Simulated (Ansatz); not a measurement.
# GePt: the cost of one run

Computed with Ansatz 0.2.0 (DFT, PBE, plane-wave PAW, default files, scalar-relativistic, unless a step's input says otherwise).

1 further run of the same task is left out (it didn't finish).

## Step 1: The system as given

The structure is orthorhombic, space group Pnma (No. 62). Conventional cell: a = 5.732 Å, b = 3.701 Å, c = 6.088 Å, α = 90.00°, β = 90.00°, γ = 90.00°. Around Ge (site symmetry m) lie 6 Pt at 2.50 to 2.63 Å. Pt (site symmetry m) is surrounded by 6 Ge at 2.50 to 2.63 Å.

As a file:

```
Ge Pt
1.0
     5.73200    0.00000    0.00000
     0.00000    3.70100    0.00000
     0.00000    0.00000    6.08800
Ge Pt
4 4
Direct
  0.80500 0.75000 0.59000
  0.19500 0.25000 0.41000
  0.69500 0.25000 0.09000
  0.30500 0.75000 0.91000
  0.99000 0.75000 0.19500
  0.01000 0.25000 0.80500
  0.51000 0.25000 0.69500
  0.49000 0.75000 0.30500
```

The earlier run gave: no gap over 0.1 eV on the mesh, largest force 0.446 eV/Å, pressure 7.9 GPa.

Site by site (atoms counted from 1):

| site | atoms | first shell | V_zz (10²¹ V/m²) | η | C_Q (MHz) |
| --- | --- | --- | --- | --- | --- |
| Ge | 1, 2, 3, 4 | 6 Pt at 2.50–2.63 Å | 5.66 | 0.83 | -26.8 (⁷³Ge) |
| Pt | 5, 6, 7, 8 | 6 Ge at 2.50–2.63 Å, 4 Pt at 2.94–3.01 Å | 4.13 | 0.69 | – |

C_Q = eQV_zz/h, which is 24.18 MHz for Q = 1 b and V_zz = 10²¹ V/m²; η = (V_xx − V_yy)/V_zz. Quadrupole moments are those of Pyykkö's year-2017 table. A dash under C_Q marks elements without a common quadrupolar isotope.

## Step 2: Z stretched by -2 %, ions relaxed

input.yaml reads:

```yaml
crystal:
  lattice:
    - [5.732, 0.0, 0.0]
    - [0.0, 3.701, 0.0]
    - [0.0, 0.0, 5.96624]
  atoms:
    - { symbol: Ge, position: [0.8167721145, 0.75, 0.5878914363] }
    - { symbol: Ge, position: [0.1832278855, 0.25, 0.4121085637] }
    - { symbol: Ge, position: [0.6832278855, 0.25, 0.0878914363] }
    - { symbol: Ge, position: [0.3167721145, 0.75, 0.9121085637] }
    - { symbol: Pt, position: [0.998067132, 0.75, 0.1902280655] }
    - { symbol: Pt, position: [0.001932868, 0.25, 0.8097719345] }
    - { symbol: Pt, position: [0.501932868, 0.25, 0.6902280655] }
    - { symbol: Pt, position: [0.498067132, 0.75, 0.3097719345] }
kpoints:
  mp_grid: { grid: [8, 13, 8] }
scf:
  occupations: { method: fermi_dirac, width: 0.05 }
hamiltonian:
  xc: pbe
  pseudopotentials: { kind: paw }
output:
  forces: true
  stress: true
  populations: true
  efg: { quadrupole_moments_barn: { Ge: -0.196 }, contact_densities: true }
  write_density: true
  write_potential: true
  elf: true
  volumetric_format: npy
relax:
  f_tol: 0.02
  max_steps: 60
```

Run with:

```sh
$ ansatz run input.yaml --threads 1 --pin off --max-ram 3072MiB --backend cpu --events-out ev --progress --plain --runs-dir out
```

Q: Estimate wall time and peak memory on 1 thread of Intel Xeon 6975P-C (Granite Rapids), shared host.

About 2.6 min, with a peak of 1.6 GiB.
